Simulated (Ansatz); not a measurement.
# CH₄FGe+: one structure at several levels

One table from this session's results is given with a row withheld; the runs are named, their logs left out.

The runs use Ansatz 0.2.0, Gaussian basis; single points in def2-TZVPP.

Cores are frozen in the correlated methods. Filled d shells of the heavier atoms are correlated.

**The system as given**

7 atoms, charge 1, spin multiplicity 1.

Atoms are counted from 1 here; the program's logs count them from 0.

Bond lengths: F1–C2 1.391 Å, C2–Ge3 2.022 Å, C2–H4 1.108 Å, C2–H5 1.123 Å, Ge3–H6 1.522 Å, Ge3–H7 1.551 Å. Angles: F1–C2–Ge3 91.4°, F1–C2–H4 109.9°, F1–C2–H5 109.5°, Ge3–C2–H4 114.7°, Ge3–C2–H5 117.2°, H4–C2–H5 112.1°, C2–Ge3–H6 125.5°, C2–Ge3–H7 115.8°, H6–Ge3–H7 116.3°.

As a file:

| atom | x (Å) | y (Å) | z (Å) |
| --- | --- | --- | --- |
| F1 | -1.1795 | 0.6411 | -0.8294 |
| C2 | -0.6957 | -0.5673 | -0.3390 |
| Ge3 | 0.8962 | 0.3539 | 0.5016 |
| H4 | -0.4473 | -1.2430 | -1.1814 |
| H5 | -1.4528 | -1.0200 | 0.3558 |
| H6 | 2.2966 | 0.4163 | -0.0918 |
| H7 | 0.5697 | 1.3972 | 1.6021 |

Set-up of the first run:

Input file run/in.yaml:

```yaml
crystal:
  periodic: [false, false, false]
  atoms:
    - {symbol: F, position_ang: [-1.179500, 0.641100, -0.829400]}
    - {symbol: C, position_ang: [-0.695700, -0.567300, -0.339000]}
    - {symbol: Ge, position_ang: [0.896200, 0.353900, 0.501600]}
    - {symbol: H, position_ang: [-0.447300, -1.243000, -1.181400]}
    - {symbol: H, position_ang: [-1.452800, -1.020000, 0.355800]}
    - {symbol: H, position_ang: [2.296600, 0.416300, -0.091800]}
    - {symbol: H, position_ang: [0.569700, 1.397200, 1.602100]}
basis:
  gaussian: {orbitals: def2-TZVPP}
total_charge: 1
correlation: {method: ccsd_t}
output: {forces: true}
```

The command line of these runs was not kept.

Steps of the session up to this table: CCSD(T)/def2-TZVPP; PBE0-D4/def2-TZVPP; wB97M-V/def2-TZVPP; r2SCAN-D4/def2-TZVPP; PBE-D4/def2-TZVPP; revPBE-D4/def2-TZVPP; SPW92/def2-TZVPP.

One table of the session follows, with a row left open; its other results are not shown here.

```
   method  RMS force component (eV/Å)  angle to CCSD(T) forces (°)
  CCSD(T)                       0.410                    reference
  PBE0-D4                           ?                            ?
  wB97M-V                       0.419                          5.4
r2SCAN-D4                       0.393                          7.3
   PBE-D4                       0.360                         25.6
revPBE-D4                       0.382                         31.1
    SPW92                       0.370                         45.0
```

Estimate the missing values for PBE0-D4.

As computed: RMS force component (eV/Å): 0.384; angle to CCSD(T) forces (°): 20.0. In the column «RMS force component (eV/Å)» it lies between revPBE-D4 (0.382) and r2SCAN-D4 (0.393).
